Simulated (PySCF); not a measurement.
# CeF3H2O (Ce(F)3(H2O)): the cost of one run

Method: PBE0, Ce lcecp-1-SVP with ECP47, F def2-SVP, O def2-SVP, H def2-SVP; scalar-relativistic core potentials, no spin–orbit coupling; program: PySCF 2.14.0.

1 further run of the same task is left out (for a known fault of the program).

### 1 Where the work starts

7 atoms, charge 0, spin multiplicity 1.

Bond lengths: Ce1–F2 2.174 Å, Ce1–F3 2.174 Å, Ce1–F4 2.174 Å, Ce1–O5 2.548 Å, O5–H6 0.970 Å, O5–H7 0.970 Å. Angles: F2–Ce1–F3 109.5°, F2–Ce1–F4 109.5°, F2–Ce1–O5 109.5°, F3–Ce1–F4 109.5°, F3–Ce1–O5 109.5°, F4–Ce1–O5 109.5°, Ce1–O5–H6 127.5°, Ce1–O5–H7 127.5°, H6–O5–H7 105.1°.

Coordinates:

```mol
CeF3H2O
  3D, bonds by distance, orders not assigned

  7  6  0  0  0  0  0  0  0  0999 V2000
    0.0000    0.0000    0.0000 Ce  0  0
    1.2550    1.2550    1.2550 F   0  0
   -1.2550   -1.2550    1.2550 F   0  0
    1.2550   -1.2550   -1.2550 F   0  0
   -1.4708    1.4708   -1.4708 O   0  0
   -1.8114    2.3559   -1.2670 H   0  0
   -1.8114    1.2670   -2.3559 H   0  0
  1  2  8  0
  1  3  8  0
  1  4  8  0
  1  5  8  0
  5  6  8  0
  5  7  8  0
M  END
```

Formal oxidation states: Ce +3. Each metal's 1 4f electrons lie in its core potential, so multiplicities, spins and levels count the valence alone.

### 2 SCF at the start, singlet

Input file run.py (the lines that set the calculation):

```python
mol = gto.M(atom='''
Ce     0.00000     0.00000     0.00000
F      1.25500     1.25500     1.25500
F     -1.25500    -1.25500     1.25500
F      1.25500    -1.25500    -1.25500
O     -1.47080     1.47080    -1.47080
H     -1.81140     2.35590    -1.26700
H     -1.81140     1.26700    -2.35590''',
    basis={'Ce': 'lcecp-1-SVP', 'F': 'def2-SVP', 'O': 'def2-SVP', 'H': 'def2-SVP'},
    ecp={'Ce': 'lcecp-1-SVP'},
    charge=0, spin=0)
mf = dft.RKS(mol, xc='PBE0')
mf.grids.atom_grid = (50, 194)  # f atoms: unpruned, at least (60, 302)
mf = mf.density_fit()  # fitting sets: Ce AutoAux, F def2-universal-JKFIT, O def2-universal-JKFIT, H def2-universal-JKFIT
mf.conv_tol = 1e-08; mf.max_cycle = 55
mf.kernel(dm0)  # dm0: free metal ions and neutral atoms
```

On the command line:

```
$ OMP_NUM_THREADS=2 python run.py
```

What time and memory should one allow on 2 threads of Arm Neoverse V1, shared host?

About 6.8 s, with a peak of 0.53 GiB.
